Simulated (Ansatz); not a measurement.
# Be2SeO4: the cost of one run

Program: Ansatz 0.2.0. Level of theory: DFT PBE, scalar-relativistic, plane waves, PAW, unless a step names another level. These are calculated values, not measurements.

2 further runs of the same task are left out: 1 that didn't finish, 1 set aside as unsound or not needed.

## (1) Starting point

Symmetry: P1, No. 1, triclinic system. The conventional cell has a = 2.972 Å, b = 4.432 Å, c = 6.668 Å, α = 96.34°, β = 100.16°, γ = 93.32°. Around Be (site symmetry 1) lie 3 O at 1.58 to 1.62 Å. Be (site symmetry 1) is surrounded by 4 O at 1.59 to 1.73 Å. Se (site symmetry 1) is surrounded by 3 O at 1.76 to 1.78 Å. O (site symmetry 1) is surrounded by 2 Be at 1.73 Å and 1 Se at 1.78 Å. O (site symmetry 1) is surrounded by 3 Be at 1.59 to 1.62 Å. O (site symmetry 1) has 1 Be at 1.58 Å and 1 Se at 1.78 Å as nearest neighbours. Around O (site symmetry 1) lie 1 Be at 1.66 Å and 1 Se at 1.76 Å.

Structure file:

```
Be Se O
1.0
     2.97202   -0.00131    0.00022
    -0.25491    4.42404   -0.04606
    -1.17674   -0.73774    6.52172
Be Se O
2 1 4
Direct
  0.29502 0.60912 0.65941
  0.64823 0.48620 0.32171
  0.14675 0.91566 0.07521
  0.12046 0.60758 0.22416
  0.75563 0.56709 0.56461
  0.43021 0.70148 0.89969
  0.60369 0.11288 0.25522
```

It came out lowest among 28 distinct ends of the trial cells. At a tolerance of 0.02 Å it has space group P1 (No. 1).

## (2) A stricter relaxation, on the response runs' mesh and smearing

input.yaml reads:

```yaml
crystal:
  lattice:
    - [2.9720163813, -0.0013127231, 0.000215056]
    - [-0.2549069483, 4.4240403785, -0.0460641304]
    - [-1.1767432391, -0.7377372464, 6.5217241457]
  atoms:
    - { symbol: Be, position: [0.2950230661, 0.6091188581, 0.6594089882] }
    - { symbol: Be, position: [0.648234302, 0.4861959076, 0.321709266] }
    - { symbol: Se, position: [0.1467460575, 0.9156617567, 0.0752050494] }
    - { symbol: O, position: [0.1204621752, 0.6075846307, 0.2241579713] }
    - { symbol: O, position: [0.7556315662, 0.5670880519, 0.5646066469] }
    - { symbol: O, position: [0.4302097515, 0.70147509, 0.8996949251] }
    - { symbol: O, position: [0.6036930813, 0.1128757051, 0.2552171531] }
basis:
  ecutwfc: 420
kpoints:
  mp_grid: { grid: [8, 6, 4] }
hamiltonian:
  xc: pbe
scf:
  occupations: { method: fixed }
output:
  forces: true
  stress: true
  eigenvalues: true
relax:
  adjacent_minimum: "off"
  f_tol: 0.001
  max_steps: 60
  cell: { stress_tol: 0.01 }
```

Started as:

```sh
$ ansatz run input.yaml --threads 3 --pin off --max-ram 7680MiB --backend cpu --events-out ev --progress --plain --runs-dir out
```

What time and memory should one allow on 3 threads of Arm Neoverse N1, shared host?

About 2.5 min, with a peak of 0.49 GiB.
